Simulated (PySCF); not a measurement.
# [PbCl3(H2O)]+: a change of charge

How does [PbCl3(H2O)]+ respond at fixed geometry? The runs cover a change of charge. It is a constructed species; whether it can be made isn't addressed.

The runs use PySCF 2.14.0; PBE0, Pb def2-SVP with ECP60, Cl def2-SVP, O def2-SVP, H def2-SVP; scalar-relativistic core potentials, no spin–orbit coupling.

1 further run of the same task is left out (for a known fault of the program).

## 1. Starting geometry

7 atoms, charge 1, spin multiplicity 1.

Bond lengths: Pb1–Cl2 2.377 Å, Pb1–Cl3 2.375 Å, Pb1–Cl4 2.377 Å, Pb1–O5 2.332 Å, O5–H6 0.970 Å, O5–H7 0.970 Å. Angles: Cl2–Pb1–Cl3 118.3°, Cl2–Pb1–Cl4 119.9°, Cl2–Pb1–O5 94.8°, Cl3–Pb1–Cl4 118.3°, Cl3–Pb1–O5 99.3°, Cl4–Pb1–O5 94.8°, Pb1–O5–H6 124.9°, Pb1–O5–H7 124.9°, H6–O5–H7 108.5°.

As a file:

```xyz
7

Pb    0.0608   -0.1022    0.1022
Cl    1.1346    1.7161    1.1926
Cl   -1.6296   -1.2813    1.2813
Cl    1.1346   -1.1926   -1.7161
O    -1.2857    1.2443   -1.2443
H    -1.5114    2.1689   -1.0550
H    -1.5114    1.0550   -2.1689
```

Formal oxidation states: Pb +4. An earlier session relaxed this geometry at PBE0, Pb def2-SVP with ECP60, Cl def2-SVP, O def2-SVP, H def2-SVP (singlet, point group Cs).

Its energy there is -1648.664494 Eh.

## 2. One electron removed, multiplicity 2

Input file run.py (the lines that set the calculation):

```python
mol = gto.M(atom='''
Pb     0.06078    -0.10218     0.10218
Cl     1.13458     1.71611     1.19264
Cl    -1.62963    -1.28134     1.28134
Cl     1.13458    -1.19264    -1.71611
O     -1.28572     1.24428    -1.24428
H     -1.51140     2.16893    -1.05496
H     -1.51140     1.05496    -2.16893''',
    basis={'Pb': 'def2-SVP', 'Cl': 'def2-SVP', 'O': 'def2-SVP', 'H': 'def2-SVP'},
    ecp={'Pb': 'def2-SVP'},
    charge=2, spin=1)
mf = dft.UKS(mol, xc='PBE0')
mf.grids.atom_grid = (50, 194)
mf = mf.density_fit()  # fitting sets: Pb def2-universal-JKFIT, Cl def2-universal-JKFIT, O def2-universal-JKFIT, H def2-universal-JKFIT
mf.conv_tol = 1e-08; mf.max_cycle = 55
mf.kernel(dm0)  # dm0: the density of the relaxed state
```

Launch:

```console
$ OMP_NUM_THREADS=2 python run.py
```

Output:

```text
init E= -1648.67074740664
  HOMO = -0.521456849086  LUMO = -0.518464891646  gap/eV = 0.08142
cycle= 1 E= -1648.04272933584  delta_E= 0.628  |g|= 0.189  |ddm|= 0.752
  HOMO = -0.720692925142  LUMO = -0.695871040915  gap/eV = 0.67544
cycle= 2 E= -1647.96466426377  delta_E= 0.0781  |g|= 0.358  |ddm|= 0.812
  HOMO = -0.724178863009  LUMO = -0.683152782158  gap/eV = 1.11638
cycle= 3 E= -1648.02145534099  delta_E= -0.0568  |g|= 0.239  |ddm|= 0.89
  HOMO = -0.710619551638  LUMO = -0.677688479122  gap/eV = 0.89610
cycle= 4 E= -1648.0669396505  delta_E= -0.0455  |g|= 0.0276  |ddm|= 0.415
  HOMO = -0.711428557132  LUMO = -0.672895085193  gap/eV = 1.04855
cycle= 5 E= -1648.06733205591  delta_E= -0.000392  |g|= 0.0166  |ddm|= 0.0557
  HOMO = -0.710996682499  LUMO = -0.671597830386  gap/eV = 1.07210
cycle= 6 E= -1648.06746711357  delta_E= -0.000135  |g|= 0.0057  |ddm|= 0.0222
  HOMO = -0.710826388159  LUMO = -0.671504280024  gap/eV = 1.07001
cycle= 7 E= -1648.06746909649  delta_E= -1.98e-06  |g|= 0.00625  |ddm|= 0.00917
  HOMO = -0.710741741477  LUMO = -0.671456251276  gap/eV = 1.06901
cycle= 8 E= -1648.06748015596  delta_E= -1.11e-05  |g|= 0.00534  |ddm|= 0.00654
  HOMO = -0.71076026341  LUMO = -0.67144133849  gap/eV = 1.06992
cycle= 9 E= -1648.06749410054  delta_E= -1.39e-05  |g|= 0.00371  |ddm|= 0.00612
  HOMO = -0.710795961212  LUMO = -0.671406750994  gap/eV = 1.07184
cycle= 10 E= -1648.06750417876  delta_E= -1.01e-05  |g|= 0.00196  |ddm|= 0.00789
  HOMO = -0.710823994252  LUMO = -0.671388879668  gap/eV = 1.07308
cycle= 11 E= -1648.06750712916  delta_E= -2.95e-06  |g|= 0.00127  |ddm|= 0.0056
  HOMO = -0.710866784183  LUMO = -0.671387435702  gap/eV = 1.07429
cycle= 12 E= -1648.06750888675  delta_E= -1.76e-06  |g|= 0.000667  |ddm|= 0.00552
  HOMO = -0.710915020529  LUMO = -0.671376414886  gap/eV = 1.07590
cycle= 13 E= -1648.06750961815  delta_E= -7.31e-07  |g|= 6.61e-05  |ddm|= 0.00639
  HOMO = -0.710919728858  LUMO = -0.671378606684  gap/eV = 1.07597
cycle= 14 E= -1648.06750964117  delta_E= -2.3e-08  |g|= 6.85e-05  |ddm|= 0.000679
  HOMO = -0.71092491592  LUMO = -0.671379362289  gap/eV = 1.07609
cycle= 15 E= -1648.06750965533  delta_E= -1.42e-08  |g|= 6.04e-05  |ddm|= 0.000521
  HOMO = -0.710925587046  LUMO = -0.671379273962  gap/eV = 1.07611
cycle= 16 E= -1648.06750966045  delta_E= -5.12e-09  |g|= 3.47e-05  |ddm|= 0.000159
  HOMO = -0.71093113971  LUMO = -0.671377888781  gap/eV = 1.07630
Extra cycle  E= -1648.06750965246  delta_E= 7.99e-09  |g|= 0.000132  |ddm|= 0.000328
converged SCF energy = -1648.06750965246  <S^2> = 0.75499992  2S+1 = 2.0049937
```

It took 12 s on 2 threads of Intel Xeon at 2.50GHz (Skylake/Cascade Lake), shared host.

Read off: E = -1648.067510 Eh (+16.245 eV from the relaxed state), HOMO -19.35 eV, LUMO -18.27 eV (over both spins), ⟨S²⟩ = 0.755, Mulliken charge on Pb1 +1.10 e. 

## 3. One electron added, multiplicity 2

run.py (the lines that set the calculation): that of step 2 with these lines changed.

```diff
@@ -10,3 +10,3 @@
     ecp={'Pb': 'def2-SVP'},
-    charge=2, spin=1)
+    charge=0, spin=1)
 mf = dft.UKS(mol, xc='PBE0')
```

Launch:

```console
$ OMP_NUM_THREADS=2 python run.py
```

Output:

```text
init E= -1648.67044965927
  HOMO = -0.36393971946  LUMO = -0.358534371542  gap/eV = 0.14709
cycle= 1 E= -1648.9332037099  delta_E= -0.263  |g|= 0.169  |ddm|= 1.73
  HOMO = -0.176123281677  LUMO = -0.10023762731  gap/eV = 2.06495
cycle= 2 E= -1648.94454091571  delta_E= -0.0113  |g|= 0.117  |ddm|= 0.538
  HOMO = -0.209337934504  LUMO = -0.131350468218  gap/eV = 2.12215
cycle= 3 E= -1648.95126673556  delta_E= -0.00673  |g|= 0.0226  |ddm|= 0.206
  HOMO = -0.211623289523  LUMO = -0.132466353405  gap/eV = 2.15397
cycle= 4 E= -1648.95149484525  delta_E= -0.000228  |g|= 0.00957  |ddm|= 0.0373
  HOMO = -0.212721331216  LUMO = -0.132735586727  gap/eV = 2.17652
cycle= 5 E= -1648.95154630732  delta_E= -5.15e-05  |g|= 0.00238  |ddm|= 0.0148
  HOMO = -0.212850113527  LUMO = -0.132601326804  gap/eV = 2.18368
cycle= 6 E= -1648.95154868383  delta_E= -2.38e-06  |g|= 0.00116  |ddm|= 0.00313
  HOMO = -0.212837514684  LUMO = -0.132463583955  gap/eV = 2.18709
cycle= 7 E= -1648.9515494675  delta_E= -7.84e-07  |g|= 0.00028  |ddm|= 0.00187
  HOMO = -0.212841133838  LUMO = -0.132443442266  gap/eV = 2.18773
cycle= 8 E= -1648.9515495125  delta_E= -4.5e-08  |g|= 4.56e-05  |ddm|= 0.000437
  HOMO = -0.212842859723  LUMO = -0.132440521177  gap/eV = 2.18786
cycle= 9 E= -1648.95154951499  delta_E= -2.49e-09  |g|= 1.45e-05  |ddm|= 0.00015
  HOMO = -0.212842822616  LUMO = -0.132440876459  gap/eV = 2.18785
Extra cycle  E= -1648.95154951512  delta_E= -1.32e-10  |g|= 1.03e-05  |ddm|= 3.3e-05
converged SCF energy = -1648.95154951512  <S^2> = 0.75443815  2S+1 = 2.0044332
```

Run time: 7.1 s. Hardware: 2 threads of Intel Xeon at 2.50GHz (Skylake/Cascade Lake), shared host.

Read off: E = -1648.951550 Eh (-7.811 eV from the relaxed state), HOMO -5.79 eV, LUMO -3.60 eV (over both spins), ⟨S²⟩ = 0.754, Mulliken charge on Pb1 +0.78 e. 

## 4. The states side by side

| state | energy from the relaxed state (eV) | ⟨S²⟩ | time |
| --- | --- | --- | --- |
| charge +1, singlet, vacuum (relaxed) | 0 | 0.00 |  |
| charge 0, doublet, vacuum | -7.81 | 0.75 | 7.1 s |
| charge +2, doublet, vacuum | 16.24 | 0.75 | 12 s |

An electron taken off or put on is at rest in vacuum. 

Removing an electron vertically costs 16.24 eV (doublet), against −HOMO = 14.21 eV. Adding an electron vertically releases 7.81 eV (doublet). The bases are small and lack diffuse functions. Spin–orbit coupling is left out.
